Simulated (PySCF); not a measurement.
# [Pb(BH4)3]−: other functionals and bases at one geometry

How far do other levels of theory move the description of [Pb(BH4)3]−, and what does each cost? It is a constructed species; whether it can be made isn't addressed.

Program: PySCF 2.14.0. Level of theory: several levels, as the steps say, no spin–orbit coupling. These are calculated values, not measurements.

1 further run of the same task is left out (for a known fault of the program).

## 1. The starting structure

16 atoms, charge -1, spin multiplicity 1.

Bond lengths: Pb1–B2 2.672 Å, Pb1–B7 2.672 Å, Pb1–B12 2.672 Å, B2–H3 1.226 Å, B2–H4 1.257 Å, B2–H5 1.257 Å, B2–H6 1.243 Å, B7–H8 1.226 Å, B7–H9 1.257 Å, B7–H10 1.257 Å, B7–H11 1.243 Å, B12–H13 1.226 Å, B12–H14 1.257 Å, B12–H15 1.257 Å, B12–H16 1.243 Å. Angles: B2–Pb1–B7 120.0°, B2–Pb1–B12 120.0°, B7–Pb1–B12 120.0°, Pb1–B2–H3 176.3°, Pb1–B2–H4 67.9°, Pb1–B2–H5 67.9°, Pb1–B2–H6 72.7°, H3–B2–H4 110.2°, H3–B2–H5 110.2°, H3–B2–H6 111.0°, H4–B2–H5 106.8°, H4–B2–H6 109.3°, H5–B2–H6 109.3°, Pb1–B7–H8 176.3°, Pb1–B7–H9 67.9°, Pb1–B7–H10 67.9°, Pb1–B7–H11 72.7°, H8–B7–H9 110.2° and more.

Geometry (Å):

```xyz
16
charge -1, multiplicity 1
Pb    0.0000    0.0000    0.0000
B     2.6715    0.0258    0.0000
H     3.8960   -0.0412    0.0000
H     2.2041   -0.5603    1.0089
H     2.2041   -0.5603   -1.0089
H     2.2906    1.2092    0.0000
B    -1.3581    2.3007    0.0000
H    -1.9123    3.3946    0.0000
H    -0.6168    2.1890    1.0089
H    -0.6168    2.1890   -1.0089
H    -2.1925    1.3791    0.0000
B    -1.3134   -2.3265    0.0000
H    -1.9836   -3.3534    0.0000
H    -1.5873   -1.6287    1.0089
H    -1.5873   -1.6287   -1.0089
H    -0.0981   -2.5883    0.0000
```

Formal oxidation states: Pb +2. An earlier session relaxed this geometry at PBE0, Pb def2-SVP with ECP60, B def2-SVP, H def2-SVP (singlet, point group C3h). Its vibrations showed it to be a saddle point, relaxed within its symmetry.

At PBE0 on the finer grid: E = -274.453928 Eh, HOMO -3.67 eV, LUMO 1.42 eV, Mulliken charge on Pb1 +0.70 e, largest force component 0.004 eV/Å. 

Levels to run: BP86; r2SCAN. Hardware: 2 threads of Intel Xeon at 2.50GHz (Skylake/Cascade Lake), shared host.

## 2. BP86

run.py (the lines that set the calculation) reads:

```python
mol = gto.M(atom='''
Pb     0.00000     0.00000     0.00000
B      2.67153     0.02583     0.00000
H      3.89595    -0.04117     0.00000
H      2.20412    -0.56032     1.00886
H      2.20412    -0.56032    -1.00886
H      2.29055     1.20918     0.00000
B     -1.35814     2.30070     0.00000
H     -1.91232     3.39458     0.00000
H     -0.61681     2.18898     1.00886
H     -0.61681     2.18898    -1.00886
H     -2.19246     1.37908     0.00000
B     -1.31339    -2.32653     0.00000
H     -1.98363    -3.35340     0.00000
H     -1.58731    -1.62866     1.00886
H     -1.58731    -1.62866    -1.00886
H     -0.09809    -2.58826     0.00000''',
    basis={'Pb': 'def2-SVP', 'B': 'def2-SVP', 'H': 'def2-SVP'},
    ecp={'Pb': 'def2-SVP'},
    charge=-1, spin=0)
mf = dft.RKS(mol, xc='B88,P86')
mf.grids.atom_grid = (75, 302)
mf = mf.density_fit()  # fitting sets: Pb def2-universal-JKFIT, B def2-universal-JKFIT, H def2-universal-JKFIT
mf.conv_tol = 1e-08; mf.max_cycle = 55
mf.kernel(dm0)  # dm0: the density of the relaxed state
```

Launch:

```sh
OMP_NUM_THREADS=2 python run.py
```

## 3. r2SCAN

Edit run.py (the lines that set the calculation) of step 2 so:

```diff
@@ -20,3 +20,3 @@
     charge=-1, spin=0)
-mf = dft.RKS(mol, xc='B88,P86')
+mf = dft.RKS(mol, xc='R2SCAN')
 mf.grids.atom_grid = (75, 302)
```

Q: Predict the outcome of this session. Wanted: for each run, HOMO; gap; charge on Pb1; dipole; largest force.

As calculated:

| level | state | HOMO (eV) | gap (eV) | charge on Pb1 (e) | dipole (D) | largest force (eV/Å) | basis functions | time |
| --- | --- | --- | --- | --- | --- | --- | --- | --- |
| PBE0 (relaxed here) | singlet | -3.67 | 5.09 | 0.70 | 0.00 | 0.00 | 128 | 24 s |
| BP86 | singlet | -2.63 | 3.36 | 0.50 | 0.00 | 0.18 | 128 | 29 s |
| r2SCAN | singlet | -2.81 | 3.71 | 0.67 | 0.00 | 0.04 | 128 | 48 s |

Times are on 2 threads of Intel Xeon at 2.50GHz (Skylake/Cascade Lake), shared host; the first row also made further properties. The dipole of a charged species depends on the origin, so these sizes hold for this origin alone.

In one basis the HOMO–LUMO gap runs from 3.36 eV (BP86) to 5.09 eV (PBE0). The largest leftover force, 0.18 eV/Å with BP86, stands at a geometry relaxed at another level. The Mulliken charge on Pb spans +0.50 to +0.70 e over the levels. Total energies of different levels can't be compared. Spin–orbit coupling is left out throughout.
